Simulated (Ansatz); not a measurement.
# H7InO2Si2: a ladder of functionals and wavefunction methods

The task here is to estimate one member of a computed series from the others.

The runs use Ansatz 0.2.0, Gaussian basis; functionals in def2-TZVPP, the program's frozen cores in correlated methods.

Levels to be run: LDA (SPW92), PBE-D4, revPBE-D4, BLYP-D4, r2SCAN-D4, B97M-V, PBE0-D4, B3LYP-D4, r2SCANh-D4, r2SCAN0-D4, HSE06-D4, BHLYP-D4, CAM-B3LYP-D4, LC-ωPBE, ωB97X-V, ωB97M-V, B2PLYP, PBE-QIDH; CCSD(T)/def2-SVP; CCSD(T)/def2-TZVPP; MP2/def2-QZVPP; extrapolation to the limit; RPA on PBE.

## Structure used throughout

The geometry comes from an earlier relaxation with PBE0-D4 in a triple-zeta def2 set; it is a stationary point, not always the lowest conformer. In takes the def2 core potential; no spin-orbit term is included.

SMILES `[SiH3][O][InH][O][SiH3]`, 12 atoms, charge 0, spin multiplicity 1.

Atoms are counted from 1 here; the program's logs count them from 0.

Bond lengths: Si1–O2 1.629 Å, Si1–H6 1.489 Å, Si1–H7 1.488 Å, Si1–H8 1.492 Å, O2–In3 1.969 Å, In3–O4 1.969 Å, In3–H9 1.681 Å, O4–Si5 1.629 Å, Si5–H10 1.488 Å, Si5–H11 1.489 Å, Si5–H12 1.492 Å. Angles: O2–Si1–H6 111.2°, O2–Si1–H7 109.1°, O2–Si1–H8 111.6°, H6–Si1–H7 108.6°, H6–Si1–H8 108.0°, H7–Si1–H8 108.3°, Si1–O2–In3 139.7°, O2–In3–O4 110.2°, O2–In3–H9 124.9°, O4–In3–H9 124.9°, In3–O4–Si5 139.6°, O4–Si5–H10 109.1°, O4–Si5–H11 111.2°, O4–Si5–H12 111.6°, H10–Si5–H11 108.6°, H10–Si5–H12 108.3°, H11–Si5–H12 108.0°.

The first run:

in.yaml

```yaml
crystal:
  periodic: [false, false, false]
  atoms:
    - {symbol: Si, position_ang: [-1.952488, 0.022493, 0.838901]}
    - {symbol: O, position_ang: [-0.643821, -0.354293, 1.733089]}
    - {symbol: In, position_ang: [1.283138, -0.688568, 1.506688]}
    - {symbol: O, position_ang: [1.831292, -0.280823, -0.339860]}
    - {symbol: Si, position_ang: [1.218371, 0.371654, -1.701026]}
    - {symbol: H, position_ang: [-2.114868, 1.498101, 0.718899]}
    - {symbol: H, position_ang: [-3.167316, -0.536841, 1.491779]}
    - {symbol: H, position_ang: [-1.857667, -0.544686, -0.537921]}
    - {symbol: H, position_ang: [2.312271, -1.242083, 2.715663]}
    - {symbol: H, position_ang: [2.320861, 0.993970, -2.483409]}
    - {symbol: H, position_ang: [0.562851, -0.664870, -2.546077]}
    - {symbol: H, position_ang: [0.207377, 1.425956, -1.396727]}
basis:
  gaussian: {orbitals: def2-TZVPP}
hamiltonian: {xc: lda}
output: {orbitals: {seedname: orbitals}}
```

Started as:

```console
$ ansatz run in.yaml --threads 2 --pin off --events-out ev --progress --plain --max-ram 32768MiB --backend cpu
```

Steps of the session up to this table: LDA; PBE-D4 (GGA); revPBE-D4 (GGA); BLYP-D4 (GGA); r2SCAN-D4 (meta-GGA); B97M-V (meta-GGA); PBE0-D4 (hybrid); B3LYP-D4 (hybrid); r2SCANh-D4 (hybrid); r2SCAN0-D4 (hybrid); HSE06-D4 (hybrid); BHLYP-D4 (hybrid); CAM-B3LYP-D4 (range-separated); LC-ωPBE (range-separated); ωB97X-V (range-separated); ωB97M-V (range-separated); B2PLYP (double hybrid); PBE-QIDH (double hybrid).

One of the session's tables, all rows but one given; the rest of the session is left out.

```
  functional  HOMO (eV)  LUMO (eV)  gap (eV)
 LDA (SPW92)      -6.89      -2.71      4.18
      PBE-D4      -6.78      -2.46      4.32
   revPBE-D4          ?          ?         ?
     BLYP-D4      -6.70      -2.42      4.28
   r2SCAN-D4      -7.11      -2.17      4.94
      B97M-V      -7.24      -2.44      4.80
     PBE0-D4      -8.17      -1.54      6.63
    B3LYP-D4      -7.97      -1.85      6.12
  r2SCANh-D4      -7.62      -1.84      5.78
  r2SCAN0-D4      -8.40      -1.36      7.04
    HSE06-D4      -7.77      -1.90      5.87
    BHLYP-D4      -9.52      -0.93      8.60
CAM-B3LYP-D4      -9.58      -0.77      8.81
     LC-ωPBE     -10.91       0.36     11.27
     ωB97X-V     -10.59       0.21     10.79
     ωB97M-V     -10.45      -0.14     10.31
```

Q: Estimate the row for revPBE-D4 from the others.

**Answer.** HOMO (eV): -6.73; LUMO (eV): -2.34; gap (eV): 4.39. In the column «HOMO (eV)» it lies between PBE-D4 (-6.78) and BLYP-D4 (-6.70).

To keep in mind: All levels share the lack of spin-orbit coupling, which lowers the free heavy atoms and so the true binding.
